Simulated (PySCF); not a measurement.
# K2 (K2): the cost of one run

Computed with PySCF 2.14.0 and routines of our own; the level stands in each step. Atoms count from 0.

## Step 1: The system as given

2 atoms, charge 0, multiplicity 1; geometry from: GFN2-xTB.

## Step 2: Geometry optimisation at PBE0/def2-TZVP

The job: settings as JSON, then the geometry in Å.

```
{"job": {"xc": "PBE0", "basis": "def2-TZVP", "grid": 1, "kind": "geom"}, "charge": 0, "multiplicity": 1}
K      1.696469    -0.002568    -0.003230
K     -1.693712     0.003836    -0.010919
```

Run with:

```
$ OMP_NUM_THREADS=1 python excited_run.py task.json out
```

This one command runs all jobs of the session in turn.

Q: Estimate the wall time and peak memory of this first job on 1 thread of Arm Neoverse V1, shared host.

About 3.5 s, with a peak of 0.32 GiB.
